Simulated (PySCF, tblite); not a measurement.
# C4H5F2N− (doublet): geometry, infrared bands and EPR parameters

Wanted: the infrared bands and EPR parameters of C4H5F2N− (doublet) (`C[C]([NH-])/C(F)=C\F`), by calculation.

Computed with tblite 0.8.0 and PySCF 2.14.0, with density-fitted response routines of our own, on a single molecule in the gas phase. Atoms count from 0, in the outputs and in this text.

### Step 1. The starting structure

12 atoms, charge -1, multiplicity 2; geometry from: force field or distance geometry start.

Bonds of the start (Å): C0–C1 1.50, C1–N2 1.41, C1–C3 1.47, C3–F4 1.36, C3–C5 1.32, C5–F6 1.35, C0–H7 1.11, C0–H8 1.12, C0–H9 1.12, N2–H10 1.04, C5–H11 1.09.

### Step 2. Relaxing the molecule with GFN2-xTB

Job settings and geometry (Å):

```
{"job": {"kind": "relax", "xc": "GFN2-xTB", "basis": "xTB"}, "charge": -1, "multiplicity": 2}
C     -1.310700    -0.647200     0.089200
C     -0.466700     0.575900     0.260600
N     -1.065500     1.802100    -0.099800
C      0.852100     0.322900    -0.343900
F      1.214600     1.032000    -1.441800
C      1.686900    -0.572300     0.144000
F      1.462700    -1.342900     1.231700
H     -1.270200    -1.077400    -0.928900
H     -0.880700    -1.448900     0.748500
H     -2.380000    -0.518800     0.399800
H     -0.484500     2.576800     0.275700
H      2.643200    -0.702900    -0.361100
```

Started as:

```sh
OMP_NUM_THREADS=1 python probes_run.py task.json out
```

This one command runs all jobs of the session in turn.

**Question.** This job is followed by: GFN2-xTB harmonic vibrations, gas phase; UKS B3LYP, pcH-1 on C F H N, non-relativistic, mean-field spin-orbit, GIAO. Predict these results of the whole session: strongest single infrared mode (GFN2-xTB); zero-point energy (GFN2-xTB); g(iso) (B3LYP); ⟨S²⟩; largest a(iso) (averaged by class).

As calculated:

| quantity | value |
| --- | --- |
| strongest single infrared mode (GFN2-xTB) | 1001 cm⁻¹, 207 km/mol |
| zero-point energy (GFN2-xTB) | 50.8 kcal/mol |
| g(iso) (B3LYP) | 2.00334 |
| ⟨S²⟩ | 0.762 (exact 0.75) |
| largest a(iso) (averaged by class) | 19F on F6, 165.5 MHz |

In words: Relaxing lowered the energy by 1.482 eV in 81 steps; the close pair that moved most is C1–N2, from 1.411 to 1.323 Å. All 30 modes are real, so the xTB geometry is a minimum. The strongest single mode, at 1001 cm⁻¹, moves mainly C5 and F6. Unscaled tight-binding wavenumbers are off by several per cent, some by more. Its intensities can rank the bands wrongly. The largest spin populations lie on C5 (0.48 e), N2 (0.35 e). The isotropic g lies 1.0 ppt above the free-electron value. The records flag this anion as possibly unbound in the gas phase, so the basis may hold the extra electron. These values are for one conformer; the search (at its own cheap level) found 2 more, at 0.01, 3.06 kcal/mol (those within 0.05 may be mirror or relabelled copies), and measured spectra average over such forms.
